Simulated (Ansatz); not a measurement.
# CH3BNO: the cost of one run

All numbers below are computed with Ansatz 0.2.0 (UKS PBE0-D4/def2-mTZVP).

### 1 The system as given

Bond lengths: N1–B2 1.411 Å, B2–C3 1.459 Å, C3–O4 1.175 Å, N1–H5 1.003 Å, N1–H6 1.004 Å, B2–H7 1.173 Å. Angles: N1–B2–C3 123.1°, N1–B2–H7 121.0°, C3–B2–H7 115.8°, B2–N1–H5 122.8°, B2–N1–H6 123.7°, H5–N1–H6 113.5°, B2–C3–O4 174.0°.

Structure file:

```xyz
7

N     0.1600    1.1089    0.0132
B     0.3389   -0.2751   -0.1948
C    -0.6393   -1.2763    0.2160
O    -1.3517   -2.1670    0.4967
H     0.8361    1.7926   -0.2719
H    -0.6516    1.5058    0.4513
H     1.3075   -0.6890   -0.7105
```

### 2 End point A

input.yaml

```yaml
crystal:
  periodic: [false, false, false]
  atoms:
    - { symbol: "N", position_ang: [0.15999, 1.10894, 0.01325] }
    - { symbol: B, position_ang: [0.33892, -0.27512, -0.1948] }
    - { symbol: C, position_ang: [-0.63926, -1.27625, 0.21597] }
    - { symbol: O, position_ang: [-1.3517, -2.16698, 0.49668] }
    - { symbol: H, position_ang: [0.83613, 1.79257, -0.2719] }
    - { symbol: H, position_ang: [-0.65156, 1.50585, 0.45127] }
    - { symbol: H, position_ang: [1.30748, -0.68901, -0.71048] }
magnetization:
  spin_polarized: true
  initial_magnetization: 1
basis:
  gaussian: { orbitals: def2-mTZVP }
hamiltonian:
  xc: pbe0
  dispersion: d4
relax:
  f_tol: 0.015
  max_steps: 40
```

Launch:

```bash
ansatz run input.yaml --threads 2 --pin off --max-ram 3072MiB --backend cpu --events-out ev --progress --plain --runs-dir out
```

What time and memory should one allow on 2 threads of Intel Xeon Platinum 8488C (Sapphire Rapids), shared host?

About 16 s, with a peak of 0.21 GiB.
